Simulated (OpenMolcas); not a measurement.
**Au⁵⁺ among point charges: CASSCF and CASPT2 levels and susceptibility**

How does a field of 6 point charges split the states of Au⁵⁺, and what χT follows?

The numbers are computed with OpenMolcas 26.06 (state-averaged CASSCF and CASPT2, spin-orbit coupling by RASSI with atomic mean-field integrals), except any that are marked as measured or tabulated.

**1. Starting point**

```
Species                           : Au⁵⁺ (gold, Z = 79, 74 electrons)
Basis                             : ANO-RCC-VDZP [7s6p4d2f], 59 functions
Scalar Hamiltonian                : DKH2, point nucleus
Inactive shells                   : 1s 2s 2p 3s 3p 3d 4s 4p 4d 4f 5s 5p
Active space                      : 6 electrons in 5 orbitals (5d)
Some configurations of this space : 5d⁶
Orbitals                          : optimised for each spin and parity, averaged over all roots
```

The outer shells:

5d6
```
5d [↑↓][↑ ][↑ ][↑ ][↑ ]
```

The ion sits among 6 point charges of -1.7 e arranged as an octahedron (Oh), 2.04 Å from the ion.

Each step is its own input file, run in one work folder so that later steps find the files of earlier ones. Labels, J, g values, rates, χT and fits are worked out afterwards by a script from the matrices that RASSI stores. The input lists half of the charges; inversion (Group=XYZ) makes the rest.

**2. GATEWAY and SEWARD: basis and integrals**

a.inp

```
&GATEWAY
Coord
1

Au 0.0 0.0 0.0
Basis=ANO-RCC-VDZP
Group=XYZ
NoMove
AngMom=0.0 0.0 0.0
AMFI
XField
3 Angstrom 0
2.040000 0.000000 0.000000 -1.700000
0.000000 2.040000 0.000000 -1.700000
0.000000 0.000000 2.040000 -1.700000
&SEWARD
```

Launch:

```bash
> OMP_NUM_THREADS=1 MOLCAS_MEM=1689 MOLCAS_PROJECT=a pymolcas a.inp > a.log
```

**3. CASSCF: quintets of even parity, 5 roots**

a.inp

```
&RASSCF
FileOrb=start.orb
Symmetry=1
Spin=5
nActEl=6 0 0
Inactive=15 19
Ras2=5 0
CIRoot=5 5 1
SDav=5
CIMx=300
Iter=120 100
PrWF=0.3
OrbListing=Nothing
MaxOrb=0
>>> COPY $Project.JobIph JOB001
```

start.orb holds the contracted functions of the basis, ordered by shell, or the orbitals of the step before.

**4. CASSCF: triplets of even parity, 45 roots**

a.inp

```
&RASSCF
FileOrb=start.orb
Symmetry=1
Spin=3
nActEl=6 0 0
Inactive=15 19
Ras2=5 0
CIRoot=45 45 1
SDav=45
CIMx=300
Iter=120 100
PrWF=0.3
OrbListing=Nothing
MaxOrb=0
>>> COPY $Project.JobIph JOB002
```

**5. Reference wave functions, singlets of even parity, 50 roots**

a.inp

```
&RASSCF
FileOrb=start.orb
Symmetry=1
Spin=1
nActEl=6 0 0
Inactive=15 19
Ras2=5 0
CIRoot=50 50 1
SDav=50
CIMx=300
Iter=120 100
PrWF=0.3
OrbListing=Nothing
MaxOrb=0
>>> COPY $Project.JobIph JOB003
```

**6. State interaction with spin-orbit coupling**

a.inp

```
&RASSI
NrOfJobIphs=3 5 45 50
1 2 3 4 5
1 2 3 4 5 6 7 8 9 10 11 12 13 14 15 16 17 18 19 20 21 22 23 24 25 26 27
28 29 30 31 32 33 34 35 36 37 38 39 40 41 42 43 44 45
1 2 3 4 5 6 7 8 9 10 11 12 13 14 15 16 17 18 19 20 21 22 23 24 25 26 27
28 29 30 31 32 33 34 35 36 37 38 39 40 41 42 43 44 45 46 47 48 49 50
IphNames
JOB001
JOB002
JOB003
EJob
SpinOrbit
DIPRint=1.0
SOCoupling=1000.0
Subsets=2
Property=9
'ANGMOM' 1 'ANGMOM' 2 'ANGMOM' 3 'MLTPL  1' 1 'MLTPL  1' 2 'MLTPL  1' 3
'AMFI' 1 'AMFI' 2 'AMFI' 3
SOProperty=3
'ANGMOM' 1 'ANGMOM' 2 'ANGMOM' 3
```

**7. CASPT2: IPEA 0.25, imaginary shift 0.1 (closed shells correlated: 5s 5p)**

a.inp

```
>>> COPY JOB001 $Project.JobIph
&CASPT2
Multistate=5 1 2 3 4 5
NoMult
Frozen=14 16
IPEA=0.25
Imaginary=0.1
MaxIter=60
WThr=0.0 0.3 0.05
PrWF=0.5
NoMix
>>> COPY JOB002 $Project.JobIph
&CASPT2
Multistate=45 1 2 3 4 5 6 7 8 9 10 11 12 13 14 15 16 17 18 19 20 21 22
23 24 25 26 27 28 29 30 31 32 33 34 35 36 37 38 39 40 41 42 43 44 45
NoMult
Frozen=14 16
IPEA=0.25
Imaginary=0.1
MaxIter=60
WThr=0.0 0.3 0.05
PrWF=0.5
NoMix
>>> COPY JOB003 $Project.JobIph
&CASPT2
Multistate=50 1 2 3 4 5 6 7 8 9 10 11 12 13 14 15 16 17 18 19 20 21 22
23 24 25 26 27 28 29 30 31 32 33 34 35 36 37 38 39 40 41 42 43 44 45 46
47 48 49 50
NoMult
Frozen=14 16
IPEA=0.25
Imaginary=0.1
MaxIter=60
WThr=0.0 0.3 0.05
PrWF=0.5
NoMix
```

(Steps that only read results are left out.)

Q: Predict the outcome of this session. Wanted: spin-free ground state; first state of the same spin within the active space; lowest level; next level.

As calculated:

| quantity | value |
| --- | --- |
| method | SS-CASPT2, IPEA 0.25, imaginary shift 0.1 (closed shells correlated: 5s 5p) |
| spin-free ground state | 5T2, 3-fold in its orbital part |
| first state of the same spin within the active space | 5E at 5640 cm⁻¹ |
| lowest level | 3-fold T2 |
| next level | 22.9 cm⁻¹ |
| χT at 300 K | 4.58 cm³ K/mol |
| effective moment at 300 K | 6.05 μB |

Cost by method:

| method | time of its own steps | time with the reference |
| --- | --- | --- |
| A. CASSCF | 44 s | 44 s |
| B. SS-CASPT2, IPEA 0.25, imaginary shift 0.1, +5s 5p | 18 s | 62 s |

Times are of one thread on a shared host.

**Reading.** The spin-free ground state (5T2) comes to 100 % from free-ion D terms and keeps the highest spin of the shell. χT at 300 K is 4.58, against 3.01 cm³ K/mol for the spin alone, so orbital moment adds to it. An active space of the d shell alone favours high spin; real ions in strong fields can be low spin. CASPT2 does not keep the components of a term degenerate, and the means are used. The field of point charges can differ much from that of real complexes. With metal d orbitals alone active, the gaps between spin states are rough; where two lie within a few thousand cm-1, their order is open. This is an electrostatic model: the charges have no orbitals.
